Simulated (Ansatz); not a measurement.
# BrH₂InN, SMILES [NH2][In][Br]: a geometry optimisation

With Ansatz 0.2.0, Python API.

Notebook, run cell by cell (the value of a cell's last expression is shown):

In [1]:
```python
import itertools

import ansatz as az
from ase import Atoms
from ase.data import atomic_numbers, covalent_radii
import numpy as np
```

In [2]:
```python
atoms = Atoms(["N", "In", "Br", "H", "H"], positions=[
    [0.045, -0.5537, 1.0449],
    [-1.1298, -0.6727, -0.975],
    [0.1888, 1.2823, -2.0969],
    [-0.0412, 0.5086, 1.2842],
    [0.9871, -0.6381, 0.7014],
])
system = az.Crystal.molecule_from_ase(atoms)
```

In [3]:
```python
model = (
    system.calculation()
    .basis(gaussian="def2-SVP")
    .correlation("MP2", electrons="valence")
    .spin("collinear", total=1)
    .accuracy("medium")
)
symbols = [site.symbol for site in system.cartesian_sites]
start = np.array([site.position_ang for site in system.cartesian_sites], dtype=float)
report = model.relax(force_tolerance=0.01).run(threads=1).report
end = np.array(report["positions_ang"])
```

In [4]:
```python
print("reference energy %16.6f eV" % report["reference_energy_ev"])
print("total energy     %16.6f eV" % report["free_energy_ev"])
print("occupied orbitals outside the frozen core (up, down):", report["n_occupied"], " frozen:", report["n_frozen"], " virtual:", report["n_virtual"])
```
```text
reference energy    -76652.527816 eV
total energy        -76665.347280 eV
occupied orbitals outside the frozen core (up, down): [19, 18]  frozen: 14  virtual: [49, 50]
```

In [5]:
```python
# pairs closer than 1.2 times the sum of covalent radii, before or after
radius = [covalent_radii[atomic_numbers[s]] for s in symbols]
span = lambda where, i, j: np.linalg.norm(where[i] - where[j])
bonded = [(i, j) for i, j in itertools.combinations(range(len(symbols)), 2) if min(span(start, i, j), span(end, i, j)) < 1.2 * (radius[i] + radius[j])]
print("pair        before    after (A)")
for i, j in bonded:
    print(f"{symbols[i]}{i}-{symbols[j]}{j}".ljust(10), f"{span(start, i, j):8.4f} {span(end, i, j):8.4f}")
for first, second in list(itertools.combinations(bonded, 2)):
    shared = set(first) & set(second)
    if shared and symbols[(j := shared.pop())] != "H":
        i, k = sorted((set(first) | set(second)) - {j})
        u, v = end[i] - end[j], end[k] - end[j]
        angle = np.degrees(np.arccos(np.clip(u @ v / np.linalg.norm(u) / np.linalg.norm(v), -1, 1)))
        print(f"final angle {symbols[i]}{i}-{symbols[j]}{j}-{symbols[k]}{k}: {angle:.2f} deg")
```
```text
pair        before    after (A)
N0-In1       2.3397   2.0459
N0-H3        1.0923   1.0192
N0-H4        1.0063   1.0177
In1-Br2      2.6114   2.5266
final angle In1-N0-H3: 117.28 deg
final angle In1-N0-H4: 118.73 deg
final angle N0-In1-Br2: 114.06 deg
final angle H3-N0-H4: 109.28 deg
```

Notes:
- The settings weren't tested for convergence.
- The end point is the stationary point reached from this start; no frequency run checks that it is a minimum, and the basis set is modest.
- def2 sets replace the cores of elements past krypton by effective core potentials.
- The species is open-shell (spin multiplicity 2).
- Finished in 2.6 min on 1 thread of Arm Neoverse V1 (shared host), peak memory 0.33 GiB.

(Lines on the test bed's own set-up are left out of the output.)
